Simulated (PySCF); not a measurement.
# Bi(CH3)2H3: other functionals and bases at one geometry

The task here is to estimate one member of a computed series from the others.

The runs use PySCF 2.14.0; several levels, as the steps say, no spin–orbit coupling.

2 further runs of the same task are left out: 2 for a known fault of the program.

### The starting structure

12 atoms, charge 0, spin multiplicity 1.

Bond lengths: Bi1–C2 2.349 Å, Bi1–C6 2.349 Å, Bi1–H10 1.850 Å, Bi1–H11 1.850 Å, Bi1–H12 1.850 Å, C2–H3 1.108 Å, C2–H4 1.108 Å, C2–H5 1.108 Å, C6–H7 1.108 Å, C6–H8 1.108 Å, C6–H9 1.108 Å. Angles: C2–Bi1–C6 180.0°, C2–Bi1–H10 90.0°, C2–Bi1–H11 90.0°, C2–Bi1–H12 90.0°, C6–Bi1–H10 90.0°, C6–Bi1–H11 90.0°, C6–Bi1–H12 90.0°, H10–Bi1–H11 120.0°, H10–Bi1–H12 120.0°, H11–Bi1–H12 120.0°, Bi1–C2–H3 107.8°, Bi1–C2–H4 107.8°, Bi1–C2–H5 107.8°, H3–C2–H4 111.1°, H3–C2–H5 111.1°, H4–C2–H5 111.1°, Bi1–C6–H7 107.8°, Bi1–C6–H8 107.8° and more.

Geometry (Å):

```csv
atom,x (Å),y (Å),z (Å)
Bi1,0.0000,0.0000,0.0000
C2,0.0000,0.0000,2.3487
H3,-1.0549,0.0000,2.6871
H4,0.5274,-0.9135,2.6871
H5,0.5274,0.9135,2.6871
C6,0.0000,0.0000,-2.3487
H7,-1.0549,0.0000,-2.6871
H8,0.5274,0.9135,-2.6871
H9,0.5274,-0.9135,-2.6871
H10,1.8498,0.0000,0.0000
H11,-0.9249,1.6020,0.0000
H12,-0.9249,-1.6020,0.0000
```

Formal oxidation states: Bi +5. An earlier session relaxed this geometry at BP86, Bi def2-SVP with ECP60, C def2-SVP, H def2-SVP (singlet, point group D3h).

At BP86 on the finer grid: E = -296.194717 Eh, HOMO -4.87 eV, LUMO -2.40 eV, Mulliken charge on Bi1 +0.52 e, largest force component 0.007 eV/Å. 

Levels to run: TPSSh; PBE; r2SCAN; M06-L; BP86, TZVP; BP86, x2c-SVP. Hardware: 2 threads of Arm Neoverse V1, shared host.

The first run:

Contents of run.py (the lines that set the calculation):

```python
mol = gto.M(atom='''
Bi     0.00000     0.00000     0.00000
C      0.00000     0.00000     2.34869
H     -1.05488     0.00000     2.68706
H      0.52744    -0.91355     2.68706
H      0.52744     0.91355     2.68706
C      0.00000     0.00000    -2.34869
H     -1.05488     0.00000    -2.68706
H      0.52744     0.91355    -2.68706
H      0.52744    -0.91355    -2.68706
H      1.84980     0.00000     0.00000
H     -0.92490     1.60198     0.00000
H     -0.92491    -1.60198     0.00000''',
    basis={'Bi': 'def2-SVP', 'C': 'def2-SVP', 'H': 'def2-SVP'},
    ecp={'Bi': 'def2-SVP'},
    charge=0, spin=0)
mf = dft.RKS(mol, xc='TPSSH')
mf.grids.atom_grid = (75, 302)
mf = mf.density_fit()  # fitting sets: Bi def2-universal-JKFIT, C def2-universal-JKFIT, H def2-universal-JKFIT
mf.conv_tol = 1e-08; mf.max_cycle = 55
mf.kernel(dm0)  # dm0: the density of the relaxed state
```

On the command line:

```sh
$ OMP_NUM_THREADS=2 python run.py
```

Among the steps run: TPSSh; PBE; r2SCAN; M06-L; BP86, TZVP; BP86, x2c-SVP.

One of the session's tables, all rows but one given; the rest of the session is left out.

| level | HOMO (eV) | gap (eV) | charge on Bi1 (e) | largest force component (eV/Å) |
| --- | --- | --- | --- | --- |
| BP86 (relaxed here) | -4.87 | 2.46 | 0.52 | 0.01 |
| TPSSh | ? | ? | ? | ? |
| PBE | -4.76 | 2.49 | 0.51 | 0.03 |
| r2SCAN | -4.94 | 2.77 | 0.59 | 0.26 |
| M06-L | -4.99 | 2.87 | 0.80 | 0.33 |
| BP86, TZVP | -5.00 | 2.40 | 0.59 | 0.30 |
| BP86, x2c-SVP | -4.89 | 2.47 | 0.54 | 0.12 |

Q: Estimate the row for TPSSh from the others.

As computed: HOMO (eV): -5.23; gap (eV): 3.33; charge on Bi1 (e): 0.60; largest force component (eV/Å): 0.25. In the column «HOMO (eV)» it is the lowest.

In one basis the gap runs from 2.46 eV (BP86) to 3.33 eV (TPSSh). The largest leftover force, 0.33 eV/Å with M06-L, stands at a geometry relaxed at another level. Total energies of different levels can't be compared.
